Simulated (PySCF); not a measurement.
# Accurate constants of TiF, step by step

One table from this session's results is given with a row withheld; the runs are named, their logs left out.

Computed with PySCF 2.14.0. Level: CCSD(T) on ROHF, no relativity in the base curves; scalar relativity is added as a correction.

The first run:

```yaml
molecule: TiF
state: quartet, unpaired electrons σ ↑, δ ↑↑
smaller_basis: Ti aug-cc-pVDZ, F aug-cc-pVDZ
larger_basis: Ti aug-cc-pVTZ, F aug-cc-pVTZ
frozen_core_orbitals: 10
extrapolation: correlation as n⁻³ (n = 2, 3), Hartree–Fock as (n+1)·exp(−9√n)
corrections: scalar relativity
distances_Å: 1.5661, 1.6373, 1.7085, 1.7797, 1.8509, 1.9399, 2.0288
masses_u: 47.9479, 18.9984
dissociation_limit: Ti + F
```

Started as:

```console
$ OMP_NUM_THREADS=4 python comp.py task.json out
```

One table of the session follows, with a row left open; its other results are not shown here.

Parts of the energy along the bond, in eV from Ti + F:

```
 R (Å)  HF/CBS  CCSD corr.      (T)  relativity
1.5661  -2.806      -1.225  -0.2148      0.0419
1.6373  -3.454      -1.237  -0.2122      0.0455
1.7085  -3.821      -1.264  -0.2110      0.0490
1.7797  -3.983      -1.292  -0.2117      0.0521
1.8509       ?           ?        ?           ?
1.9399  -3.879      -1.343  -0.2196      0.0574
2.0288  -3.659      -1.368  -0.2271      0.0591
```

Estimate the missing values for R (Å) = 1.8509.

Worked estimate for «HF/CBS». A straight line through the neighbours (1.7797, -3.983) and (1.9399, -3.879) gives -3.983 + (-3.879 + 3.983) × (1.8509 − 1.7797) / (1.9399 − 1.7797) = -3.937; a parabola fitted to 4 rows on both sides gives -3.994.

The run gave: HF/CBS: -3.999; CCSD corr.: -1.317; (T): -0.2142; relativity: 0.0548. In «HF/CBS» the line misses by +0.062 and the parabola by +0.005.

Limits of these values: Spin–orbit coupling, core–valence correlation and excitations beyond (T) are left out. An extrapolation from double and triple zeta is rough, so this isn't yet the limit.
